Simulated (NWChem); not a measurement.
# InHCl2 (SMILES [Cl][InH][Cl]) at BP86/def2-TZVP (core potential)

What is the vertical ionisation energy of InHCl2 at BP86/def2-TZVP (core potential)? 

The results are computed with NWChem 7.3.0.

### Step 1. Starting point

InHCl2 has 4 atoms, charge 0, and is taken as a singlet. As SMILES, `[Cl][InH][Cl]`. Geometry: relaxed at PBE0-D4/def2-TZVP.

Bond lengths: Cl1–In2 2.312 Å, In2–Cl3 2.312 Å, In2–H4 1.694 Å. Angles: Cl1–In2–Cl3 111.9°, Cl1–In2–H4 124.1°, Cl3–In2–H4 124.1°.

### Step 2. A single-point energy at BP86/def2-TZVP (core potential)

Contents of input.nw:

```
start input
title "Cl2HIn"
memory stack 880 mb heap 220 mb global 1100 mb

geometry noautosym nocenter noautoz
 Cl   -1.807300    0.708800   -0.992600
 In    0.149700    0.132200    0.095600
 Cl    0.538000   -2.146000    0.019800
 H     1.175200    1.244600    0.856900
end

basis spherical bse
 Cl library def2-TZVP
 In library def2-TZVP
 H library def2-TZVP
end

ecp bse
 In library def2-TZVP
end

dft
 xc becke88 perdew86
 mult 1
 grid fine
 convergence energy 1e-08
 maxiter 100
 mulliken
 noprint "final vectors analysis"
end

task dft energy
```

Run with:

```bash
$ nwchem input.nw > input.out
```

What it wrote:

```text
[...]
          Wavefunction type:  closed shell.
          No. of atoms     :     4
          No. of electrons :    56
[...]
          Charge           :     0
          Spin multiplicity:     1
[...]
          AO basis - number of functions:   130
[...]
              XC Information
              --------------
                    Becke 1988 Exchange Functional  1.000
                Perdew 1981 Correlation Functional  1.000 local
                Perdew 1986 Correlation Functional  1.000 non-local
[...]
 d= 0,ls=0.0,diis     1  -1111.3799373955 -1.33D+03  1.89D-02  1.56D+00     4.4
[...]
 d= 0,ls=0.0,diis    10  -1111.4616170539 -4.07D-09  5.97D-07  4.55D-09    32.5
         Total DFT energy =    -1111.461617053948
      One electron energy =    -2035.511101582619
           Coulomb energy =      782.928838644978
    Exchange-Corr. energy =      -73.833100870249
 Nuclear repulsion energy =      214.953746753942
[...]
      Total Density - Mulliken Population Analysis
     ---------------------------------------------
    Atom       Charge   Shell Charges
 -----------   ------   -------------------------------------------------------
    1 Cl  17    17.33   2.01  0.43  1.52  1.15  0.82  4.19  1.66  1.14  2.78  1.59  0.00  0.02  0.00
    2 In  21    20.30   0.40 -0.85  1.64  0.80  0.95  0.18 -0.41  6.40  0.63  0.31  0.05  8.79  1.19  0.15  0.00  0.05
    3 Cl  17    17.33   2.01  0.43  1.52  1.15  0.82  4.19  1.66  1.14  2.78  1.59  0.00  0.02  0.00
    4 H    1     1.05   0.22  0.51  0.31  0.01
[...]
```

It took 33 s on 1 thread of Intel Xeon Platinum 8488C (Sapphire Rapids), shared host; peak memory 0.12 GiB.

### Step 3. The doublet cation, same level

Contents of test.xyz:

```xyz
4
Cl2HIn
Cl    -1.807300     0.708800    -0.992600
In     0.149700     0.132200     0.095600
Cl     0.538000    -2.146000     0.019800
H      1.175200     1.244600     0.856900
```

Contents of test.nw:

```
START test
TITLE "Cl2HIn"
memory stack 880 mb heap 220 mb global 1100 mb
charge 1
GEOMETRY units angstroms noautosym nocenter noautoz
 load test.xyz
END
BASIS spherical bse
 * library def2-TZVP
END
ECP bse
 In library def2-TZVP
END
DFT
 xc becke88 perdew86
 mult 2
 grid fine
 convergence energy 1e-08
 maxiter 100
 mulliken
 noprint "final vectors analysis"
END
TASK dft energy
```

Run with:

```bash
$ nwchem test.nw > test.out
```

What it wrote:

```text
[...]
          Wavefunction type:  spin polarized.
          No. of atoms     :     4
          No. of electrons :    55
[...]
          Charge           :     1
          Spin multiplicity:     2
[...]
          AO basis - number of functions:   130
[...]
              XC Information
              --------------
                    Becke 1988 Exchange Functional  1.000
                Perdew 1981 Correlation Functional  1.000 local
                Perdew 1986 Correlation Functional  1.000 non-local
[...]
 d= 0,ls=0.0,diis     1  -1110.7777178280 -1.33D+03  1.56D-02  1.07D+00     5.2
[...]
 d= 0,ls=0.5,diis    52  -1111.0661472978 -9.83D-09  6.16D-08  1.32D-08   213.9
[...]
         Total DFT energy =    -1111.066147305657
      One electron energy =    -2022.167016254756
           Coulomb energy =      769.663751694573
    Exchange-Corr. energy =      -73.516629499416
 Nuclear repulsion energy =      214.953746753942
[...]
      Total Density - Mulliken Population Analysis
     ---------------------------------------------
    Atom       Charge   Shell Charges
 -----------   ------   -------------------------------------------------------
    1 Cl  17    16.93   2.01  0.43  1.52  1.19  0.81  4.19  1.66  1.11  2.75  1.22  0.00  0.02  0.00
    2 In  21    20.22   0.40 -0.85  1.64  0.80  1.01  0.17 -0.41  6.40  0.61  0.28  0.00  8.79  1.19  0.12  0.00  0.05
    3 Cl  17    16.93   2.01  0.43  1.52  1.19  0.81  4.19  1.66  1.11  2.75  1.22  0.00  0.02  0.00
    4 H    1     0.92   0.21  0.50  0.20  0.01
[...]
      <S2> =      0.7528 (Exact =     0.7500)
[...]
```

Run time: 3.6 min. Hardware: 1 thread of Intel Xeon Platinum 8488C (Sapphire Rapids), shared host; peak memory 0.13 GiB.

### Step 4. Summary of results

At BP86/def2-TZVP (core potential):

| quantity | value |
| --- | --- |
| singlet InHCl2: total energy | -1111.46162 Eh |
| singlet InHCl2: dipole moment | 2.41 D |
| doublet cation: total energy | -1111.06615 Eh |
| doublet cation: ⟨S²⟩ | 0.753 |
| vertical ionisation energy (to the doublet cation) | 10.761 eV |

In words: The vertical ionisation energy comes to 10.76 eV (248 kcal/mol). Mulliken charges (singlet InHCl2) run from -0.33 on Cl1 to +0.70 on In2.
